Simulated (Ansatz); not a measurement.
**MoCl+ (nonet): wave-function methods side by side, def2-TZVPP**

An exercise on one series of results from a longer session: the logs are not shown, and one member is left open.

Program: Ansatz 0.2.0, Gaussian basis. Level of theory: def2-TZVPP, core rule «outside noble gas», up to 9 orbitals frozen. These are calculated values, not measurements.

The runs, in order: UHF; CCSD(T) on ROHF; CCSD(T) on UHF; CCSDT(Q) on ROHF; CCSDT(Q) on UHF; CASSCF and NEVPT2, 12 electrons in 10 orbitals.

5 further runs of the same task are left out: 2 for a known fault of the program, 3 set aside as unsound or not needed. Runs told in other sessions of the task aren't counted.

## What is computed

The geometry is a PBE0/def2-TZVP stationary point (not a proven minimum) of the parent state, kept for this charge and spin. No spin-orbit coupling is included. Elements past krypton take def2 core potentials.

2 atoms, charge 1, spin multiplicity 9.

Atoms are counted from 1 here; the program's logs count them from 0.

Bond lengths: Mo1–Cl2 2.637 Å.

Geometry (Å):

```xyz
2
charge 1, multiplicity 9
Mo    0.0000    0.0000    0.0000
Cl    0.0000    0.0000    2.6372
```

Set-up of the first run:

File in.yaml:

```yaml
crystal:
  periodic: [false, false, false]
  atoms:
    - {symbol: Mo, position_ang: [0.000000, 0.000000, 0.000000]}
    - {symbol: Cl, position_ang: [0.000000, 0.000000, 2.637200]}
basis:
  gaussian: {orbitals: def2-TZVPP}
total_charge: 1
magnetization: {spin_polarized: true, initial_magnetization: 8}
hamiltonian: {xc: hf}
output: {orbitals: {seedname: orbitals}}
```

Command:

```bash
> ansatz run in.yaml --threads 1 --pin off --events-out ev --progress --plain --max-ram 2816MiB --backend cpu
```

Among the steps run: UHF; CCSD(T) on ROHF; CCSD(T) on UHF; CCSDT(Q) on ROHF; CCSDT(Q) on UHF; CASSCF and NEVPT2, 12 electrons in 10 orbitals.

One table of the session follows, with a row left open; its other results are not shown here.

It belongs to the step «Misses and costs». 

| method | from RCCSDT(Q) (meV) |
| --- | --- |
| ROHF | +7079.7 |
| UHF | +6832.1 |
| RMP2 | +1048.4 |
| UMP2 | +1026.6 |
| RCCSD | +249.6 |
| UCCSD | ? |
| RCCSD(T) | +34.9 |
| UCCSD(T) | -33.5 |
| RCCSDT | +6.4 |
| UCCSDT | -62.4 |
| RCCSDT(Q) | 0 |
| UCCSDT(Q) | -68.6 |
| CASSCF valence | +7077.4 |
| NEVPT2 valence | +1753.8 |

**Question.** Estimate the row for UCCSD.

As computed: from RCCSDT(Q) (meV): +175.0. In the column «from RCCSDT(Q) (meV)» it lies between RCCSD(T) (+34.9) and RCCSD (+249.6).

Limits of these values: Restricted and unrestricted rows rest on different reference determinants; a gap between their highest levels can come from leftover correlation error, from unlike frozen cores or from another state.
